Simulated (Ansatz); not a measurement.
# GeC2 (singlet): from Hartree-Fock to the top rungs, cc-pVDZ

An exercise on one series of results from a longer session: the logs are not shown, and one member is left open.

Method: cc-pVDZ, core rule «outside noble gas», up to 16 orbitals frozen; program: Ansatz 0.2.0, Gaussian basis.

To be run: UHF; CCSD(T) on RHF; BCCD(T) on RHF; CISD; CCSDT(Q) on RHF; CCSDTQ on RHF.

3 further runs of the same task are left out: 3 set aside as unsound or not needed.

**The system**

The geometry is a PBE0/def2-TZVP stationary point (not a proven minimum). No spin-orbit coupling is included. The filled d shell of Ge may be among the frozen orbitals whatever the setting's name suggests; the logs give the count.

3 atoms, charge 0, spin multiplicity 1.

Atoms are counted from 1 here; the program's logs count them from 0.

Bond lengths: C1–C2 1.278 Å, C2–Ge3 1.797 Å. Angles: C1–C2–Ge3 95.5°.

Set-up of the first run:

Input file in.yaml:

```yaml
crystal:
  periodic: [false, false, false]
  atoms:
    - {symbol: C, position_ang: [0.000000, -0.475948, 1.772238]}
    - {symbol: C, position_ang: [0.000000, 0.653827, 1.174711]}
    - {symbol: Ge, position_ang: [0.000000, -0.029412, -0.487265]}
basis:
  gaussian: {orbitals: cc-pVDZ}
magnetization: {spin_polarized: true, initial_magnetization: 0}
hamiltonian: {xc: hf}
output: {orbitals: {seedname: orbitals}}
```

Command:

```bash
$ ansatz run in.yaml --threads 1 --pin off --events-out ev --progress --plain --max-ram 4096MiB --backend cpu
```

Steps of the session up to this table: UHF; CCSD(T) on RHF; BCCD(T) on RHF; CISD; CCSDT(Q) on RHF; CCSDTQ on RHF.

One of the session's tables, all rows but one given; the rest of the session is left out.

It belongs to the step «Misses and costs». 

| method | from RCCSDTQ (kJ/mol) |
| --- | --- |
| RHF | +896.4 |
| RMP2 | +106.2 |
| RCCSD | ? |
| RCCSD(T) | +5.9 |
| BCCD(T) | +5.3 |
| RCCSDT | +4.4 |
| RCCSDT(Q) | -0.4 |
| RCCSDTQ | 0 |

Estimate the missing values for RCCSD.

**Answer.** from RCCSDTQ (kJ/mol): +57.0. In the column «from RCCSDTQ (kJ/mol)» it lies between RCCSD(T) (+5.9) and RMP2 (+106.2).

Not comparable, so not listed: CISD (they don't share determinant, frozen orbitals or solution with the rows shown, or repeat one).
